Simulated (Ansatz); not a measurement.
**BH3Br (doublet): wave-function methods side by side at distance Br1–H2 along a hydrogen transfer = 1.321 Å, cc-pVDZ**

An exercise on one series of results from a longer session: the logs are not shown, and one member is left open.

Program: Ansatz 0.2.0, Gaussian basis. Level of theory: cc-pVDZ, core rule «outside noble gas», up to 15 orbitals frozen. These are calculated values, not measurements.

The runs, in order: UHF; CCSD(T) on ROHF; CCSD(T) on UHF; BCCD(T) on ROHF; CISD; CCSDT(Q) on ROHF; CCSDT(Q) on UHF; CASSCF and MRCISD+Q, 3 electrons in 3 orbitals; CASSCF and NEVPT2, 3 electrons in 3 orbitals.

16 further runs of the same task are left out: 9 for a known fault of the program, 1 for a mislabelled method, 6 that didn't finish.

### What is computed

The geometry derives from fragments relaxed apart (PBE0/def2-TZVP) and kept rigid, so it is no stationary point. A hydrogen atom is moved between rigid fragments. No spin-orbit coupling is included. The filled d shell of Br may be among the frozen orbitals whatever the setting's name suggests; the logs give the count.

5 atoms, charge 0, spin multiplicity 2.

Atoms are counted from 1 here; the program's logs count them from 0.

Bond lengths: Br1–H2 1.321 Å, B3–H4 1.191 Å, B3–H5 1.191 Å. Angles: H4–B3–H5 129.4°.

The first run:

in.yaml reads:

```yaml
crystal:
  periodic: [false, false, false]
  atoms:
    - {symbol: Br, position_ang: [-0.426083, 0.000000, 0.000000]}
    - {symbol: H, position_ang: [0.894917, 0.000000, 0.000000]}
    - {symbol: B, position_ang: [2.503917, 0.000000, 0.000000]}
    - {symbol: H, position_ang: [3.012991, 0.000000, 1.077008]}
    - {symbol: H, position_ang: [3.012991, 0.000000, -1.077008]}
basis:
  gaussian: {orbitals: cc-pVDZ}
magnetization: {spin_polarized: true, initial_magnetization: 1}
hamiltonian: {xc: hf}
output: {orbitals: {seedname: orbitals}}
```

Command:

```bash
$ ansatz run in.yaml --threads 1 --pin off --events-out ev --progress --plain --max-ram 2393MiB
```

Among the steps run: UHF; CCSD(T) on ROHF; CCSD(T) on UHF; BCCD(T) on ROHF; CISD; CCSDT(Q) on ROHF; CCSDT(Q) on UHF; CASSCF and MRCISD+Q, 3 electrons in 3 orbitals; CASSCF and NEVPT2, 3 electrons in 3 orbitals.

One of the session's tables, all rows but one given; the rest of the session is left out.

```
       method  from UCCSDT(Q) (kcal/mol)
         ROHF                    +153.58
          UHF                    +151.28
         RMP2                     +24.30
         UMP2                     +24.47
         CISD                     +14.71
        RCCSD                      +3.28
        UCCSD                          ?
     RCCSD(T)                      +0.62
     UCCSD(T)                      +0.62
      BCCD(T)                      +0.62
       RCCSDT                      +0.20
       UCCSDT                      +0.19
    RCCSDT(Q)                      +0.01
    UCCSDT(Q)                          0
  CASSCF pair                    +144.29
  NEVPT2 pair                     +24.65
  MRCISD pair                     +13.26
MRCISD+Q pair                      +0.84
```

Q: Estimate the row for UCCSD from the others.

As computed: from UCCSDT(Q) (kcal/mol): +3.23. In the column «from UCCSDT(Q) (kcal/mol)» it lies between MRCISD+Q pair (+0.84) and RCCSD (+3.28).

Limits of these values: Restricted and unrestricted rows rest on different reference determinants; where their highest levels disagree by more than a few hundredths of an eV, they describe different states and don't form one ladder.
